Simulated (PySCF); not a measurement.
**From one method to the next for CdBr⁺**

Aim: see what other levels and later steps give for CdBr⁺.

The runs use PySCF 2.14.0; method and basis as typed in the scripts.

5 further runs of the same task are left out: 3 for a known fault of the program, 2 that didn't finish.

### Step 1. Where the work starts

CdBr⁺: 2 atoms, charge 1, spin multiplicity 1.

Bond lengths: Cd1–Br2 2.432 Å.

### Step 2. The base run

Contents of input.py:

```python
from pyscf import gto, scf
from pyscf.prop.polarizability import rhf as pol

mol = gto.M(
    atom='Cd 0 0 0; Br 0 0 2.432',
    basis='lanl2dz',
    ecp={'Cd': 'lanl2dz', 'Br': 'lanl2dz'},
    charge=1,
    spin=0,
    verbose=4,
)
mf = scf.RHF(mol)
mf.kernel()
print('polarizability (a.u.)')
print(pol.Polarizability(mf).polarizability().round(4))
mf.dip_moment()
print('orbital energies (hartree):', mf.mo_energy[..., max(0, mol.nelec[1]-3):mol.nelec[0]+3].round(4))
```

Started as:

```console
$ OMP_NUM_THREADS=1 python input.py
```

Its log is not repeated here.

In short: E(SCF) = -59.235159 Eh, 10 cycles, α(xx, yy, zz) = 21.7, 21.7, 61.8 bohr³.

The bond length is a typed value, not an optimised one. The dipole of an ion depends on the origin.

### Step 3. Pbe0 (RKS)

Edit 1 changes functional: none (Hartree–Fock) → pbe0; SCF type: RHF → RKS; step after the SCF: polarizability → analyze.

Contents of input.py:

```python
from pyscf import gto, dft

mol = gto.M(
    atom='Cd 0 0 0; Br 0 0 2.432',
    basis='lanl2dz',
    ecp={'Cd': 'lanl2dz', 'Br': 'lanl2dz'},
    charge=1,
    spin=0,
    verbose=4,
)
mf = dft.RKS(mol, xc='pbe0')
mf.kernel()
mf.mulliken_pop()
mf.dip_moment()
print('orbital energies (hartree):', mf.mo_energy[..., max(0, mol.nelec[1]-3):mol.nelec[0]+3].round(4))
```

Started as:

```console
$ OMP_NUM_THREADS=1 python input.py
```

### Step 4. CASCI

Edit 2 changes step after the SCF: polarizability → casci; active space: none → 6 electrons in 5 orbitals.

Contents of input.py:

```python
from pyscf import gto, scf, mcscf

mol = gto.M(
    atom='Cd 0 0 0; Br 0 0 2.432',
    basis='lanl2dz',
    ecp={'Cd': 'lanl2dz', 'Br': 'lanl2dz'},
    charge=1,
    spin=0,
    verbose=4,
)
mf = scf.RHF(mol)
mf.kernel()
mc = mcscf.CASCI(mf, 5, 6)
mc.kernel()
mc.analyze()
mf.dip_moment()
print('orbital energies (hartree):', mf.mo_energy[..., max(0, mol.nelec[1]-3):mol.nelec[0]+3].round(4))
```

### Step 5. Tpssh (RKS)

Edit 3 changes functional: none (Hartree–Fock) → tpssh; SCF type: RHF → RKS; step after the SCF: polarizability → analyze.

Contents of input.py:

```python
from pyscf import gto, dft

mol = gto.M(
    atom='Cd 0 0 0; Br 0 0 2.432',
    basis='lanl2dz',
    ecp={'Cd': 'lanl2dz', 'Br': 'lanl2dz'},
    charge=1,
    spin=0,
    verbose=4,
)
mf = dft.RKS(mol, xc='tpssh')
mf.kernel()
mf.mulliken_pop()
mf.dip_moment()
print('orbital energies (hartree):', mf.mo_energy[..., max(0, mol.nelec[1]-3):mol.nelec[0]+3].round(4))
```

### Step 6. Stability test

Edit 4 changes step after the SCF: polarizability → stability.

input.py: that of step 2 with these lines changed.

```diff
@@ -1,3 +1,2 @@
 from pyscf import gto, scf
-from pyscf.prop.polarizability import rhf as pol
 
@@ -13,4 +12,3 @@
 mf.kernel()
-print('polarizability (a.u.)')
-print(pol.Polarizability(mf).polarizability().round(4))
+mf.stability(internal=True, external=True)
 mf.dip_moment()
```

What does the calculation give? Wanted: for each run, E(SCF); from base; gap; after the SCF.

**Answer**, as computed:

| run | E(SCF) (hartree) | from base (eV) | cycles | gap (eV) | after the SCF |
| --- | --- | --- | --- | --- | --- |
| base | -59.235159 | 0 | 10 | 8.18 | n/a |
| pbe0 (RKS) | -60.851695 | not comparable | 9 | 2.99 | n/a |
| CASCI | -59.235159 | 0.0000 | 10 | 8.18 | CASCI correlation -0.166 eV |
| tpssh (RKS) | -60.956536 | not comparable | 9 | 2.11 | n/a |
| stability test | -59.235159 | 0.0000 | 10 | 8.18 | stable |

The gap between the frontier levels is 2.1 eV with tpssh (10 % exact exchange) and 3.0 eV with pbe0 (25 %). Total energies of different functionals can't be compared with each other; differences within one functional can.
